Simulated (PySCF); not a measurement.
**One shape, several levels: TiNH2Cl3 (SMILES [NH2][Ti]([Cl])([Cl])[Cl])**

Wanted: a comparison of 6 runs (HF/STO-3G, HF/3-21G, B3LYP/def2-SVP, BHLYP/def2-SVP, M06-2X/def2-SVP, SCS-MP2/def2-SVP) of TiNH2Cl3. The job is set up through a Python script.

The calculation is run with PySCF 2.14.0.

2 further runs of the same task are left out: 2 set aside as unsound or not needed.

### 1 The molecule

The species is TiNH2Cl3 (7 atoms), meant as a singlet with charge 0. SMILES: `[NH2][Ti]([Cl])([Cl])[Cl]`. The shape is that of a PBE0-D4/def2-TZVP optimisation.

Bond lengths: N1–Ti2 1.838 Å, Ti2–Cl3 2.181 Å, Ti2–Cl4 2.192 Å, Ti2–Cl5 2.181 Å, N1–H6 1.012 Å, N1–H7 1.012 Å. Angles: N1–Ti2–Cl3 107.1°, N1–Ti2–Cl4 109.3°, N1–Ti2–Cl5 107.2°, Cl3–Ti2–Cl4 109.6°, Cl3–Ti2–Cl5 114.1°, Cl4–Ti2–Cl5 109.4°, Ti2–N1–H6 124.2°, Ti2–N1–H7 124.2°, H6–N1–H7 111.5°.

### 2 The energy at HF/STO-3G (run 1)

The input, geometry.xyz:

```xyz
7
Cl3H2NTi
N     -0.676400     0.479600     0.813100
Ti     0.416000    -0.273300    -0.459100
Cl     1.922500    -1.442100     0.599700
Cl    -0.771400    -1.594700    -1.742800
Cl     1.232300     1.358700    -1.654500
H     -1.200200     1.334700     0.679200
H     -0.861700     0.068900     1.718900
```

The input, run.py:

```python
# [NH2][Ti]([Cl])([Cl])[Cl]
from pyscf import gto

molecule = gto.M(
    atom='geometry.xyz',
    max_memory=1860,
    basis='sto-3g',
    verbose=3,
)

calc0 = molecule.RHF()
calc0.conv_tol = 1e-10
calc0.kernel()
if not calc0.converged:
    calc0 = calc0.newton().run(calc0.mo_coeff, calc0.mo_occ)

energy = calc0.e_tot
print(f'total energy: {energy:.8f} hartree')
```

On the command line:

```sh
$ OMP_NUM_THREADS=1 python run.py
```

Standard output:

```text
converged SCF energy = -2258.83546994846
total energy: -2258.83546995 hartree
```

It took 1.3 s on 1 thread of Intel Xeon at 2.70GHz, shared host; peak memory 0.12 GiB.

### 3 A single-point energy at HF/3-21G (run 2)

The input, run.py:

```python
from pyscf import gto, scf

mol = gto.Mole()
mol.atom = '''
N     -0.676400     0.479600     0.813100
Ti     0.416000    -0.273300    -0.459100
Cl     1.922500    -1.442100     0.599700
Cl    -0.771400    -1.594700    -1.742800
Cl     1.232300     1.358700    -1.654500
H     -1.200200     1.334700     0.679200
H     -0.861700     0.068900     1.718900
'''
mol.verbose = 3
mol.charge = 0
mol.max_memory = 1860
mol.basis = '3-21g'
mol.build()

calc0 = scf.RHF(mol)
calc0.conv_tol = 1e-10
calc0.kernel()
if not calc0.converged:
    calc0 = calc0.newton().run(calc0.mo_coeff, calc0.mo_occ)

energy = calc0.e_tot
print(f'total energy: {energy:.8f} hartree')
```

On the command line:

```sh
$ OMP_NUM_THREADS=1 python run.py
```

Standard output:

```text
converged SCF energy = -2271.68667861863
total energy: -2271.68667862 hartree
```

Wall time 1.5 s (1 thread of Intel Xeon at 2.70GHz, shared host); peak memory 0.14 GiB.

### 4 The energy at B3LYP/def2-SVP (run 3)

The input, job.py:

```python
# [NH2][Ti]([Cl])([Cl])[Cl]
from pyscf import gto, dft

system = gto.M(
    atom=[
    ('N', (-0.676400, 0.479600, 0.813100)),
    ('Ti', (0.416000, -0.273300, -0.459100)),
    ('Cl', (1.922500, -1.442100, 0.599700)),
    ('Cl', (-0.771400, -1.594700, -1.742800)),
    ('Cl', (1.232300, 1.358700, -1.654500)),
    ('H', (-1.200200, 1.334700, 0.679200)),
    ('H', (-0.861700, 0.068900, 1.718900)),
],
    verbose=3,
    max_memory=1860,
    basis='def2-svp',
    charge=0,
)

mf = dft.RKS(system, xc='b3lyp')
mf.conv_tol = 1e-10
mf.grids.level = 5
mf.kernel()
if not mf.converged:
    mf = mf.newton().run(mf.mo_coeff, mf.mo_occ)

energy = mf.e_tot
print('Final energy', energy)
```

On the command line:

```sh
$ OMP_NUM_THREADS=1 python job.py
```

Standard output:

```text
converged SCF energy = -2285.73683849309
Final energy -2285.7368384930887
```

Wall time 33 s (1 thread of Intel Xeon at 2.70GHz, shared host); peak memory 0.6 GiB.

Runs 4 to 5 aren't shown in full; the table further down has their settings and results.

### 5 A single-point energy at SCS-MP2/def2-SVP (run 6)

The input, job.py:

```python
from pyscf import gto, mp

mol = gto.M(
    atom=[
    ('N', (-0.676400, 0.479600, 0.813100)),
    ('Ti', (0.416000, -0.273300, -0.459100)),
    ('Cl', (1.922500, -1.442100, 0.599700)),
    ('Cl', (-0.771400, -1.594700, -1.742800)),
    ('Cl', (1.232300, 1.358700, -1.654500)),
    ('H', (-1.200200, 1.334700, 0.679200)),
    ('H', (-0.861700, 0.068900, 1.718900)),
],
    basis='def2-svp',
    verbose=3,
    max_memory=1860,
)

mf = mol.RHF()
mf.conv_tol = 1e-10
mf.kernel()
if not mf.converged:
    mf = mf.newton().run(mf.mo_coeff, mf.mo_occ)

pt = mp.MP2(mf, frozen=21).run()
e_tot = mf.e_tot + 1.2 * pt.e_corr_os + pt.e_corr_ss / 3
print('Final energy', e_tot)
```

On the command line:

```sh
$ OMP_NUM_THREADS=1 python job.py
```

Standard output:

```text
converged SCF energy = -2282.14094212138
E(RMP2) = -2283.03428467526  E_corr = -0.893342553884096
E(SCS-RMP2) = -2282.98895731839  E_corr = -0.848015197015082
Final energy -2282.9889573183946
```

Run time: 4.2 s. Hardware: 1 thread of Intel Xeon at 2.70GHz, shared host; peak memory 0.33 GiB.

### 6 The series

```tsv
run	level	integration grid	frozen core orbitals	energy (Eh)	dipole moment (D) of the reference	HOMO energy (eV)	LUMO energy (eV)	wall time
1	HF/STO-3G	–	–	-2258.835470	3.29	-10.08	5.33	1.3 s
2	HF/3-21G	–	–	-2271.686679	4.62	-12.25	0.05	1.5 s
3	B3LYP/def2-SVP	5	–	-2285.736838	3.10	-7.99	-3.25	33 s
4	BHLYP/def2-SVP	5	–	-2285.590846	3.20	-9.60	-2.05	31 s
5	M06-2X/def2-SVP	5	–	-2285.563435	3.27	-9.71	-1.98	48 s
6	SCS-MP2/def2-SVP	–	21	-2282.988957	3.26	-11.75	0.79	4.2 s
```

### 7 Summary of results

| quantity | value |
| --- | --- |
| run 6: total energy | -2282.98896 Eh |
| run 6: dipole moment (Hartree–Fock density) | 3.26 D |
| run 6: HOMO energy (Hartree–Fock orbitals) | -11.75 eV |
| run 6: LUMO energy (Hartree–Fock orbitals) | 0.79 eV |
| run 6: HOMO–LUMO gap (Hartree–Fock orbitals) | 12.55 eV |
| run 6: correlation energy (21 core orbitals frozen) | -848.0 mEh |

What this shows: Over runs 1, 2, 3, 4, 5 the dipole moment (its size) runs from 3.10 D (B3LYP/def2-SVP) to 4.62 D (HF/3-21G). The two ends differ in method and basis. Over runs 1, 2, 3, 4, 5 the HOMO–LUMO gap runs from 4.73 eV (B3LYP/def2-SVP) to 15.41 eV (HF/STO-3G). Totals of different functionals can't be ranked against each other. In run 1 the basis is minimal, so the values are rough. All runs together took 2 min, the longest 48 s.
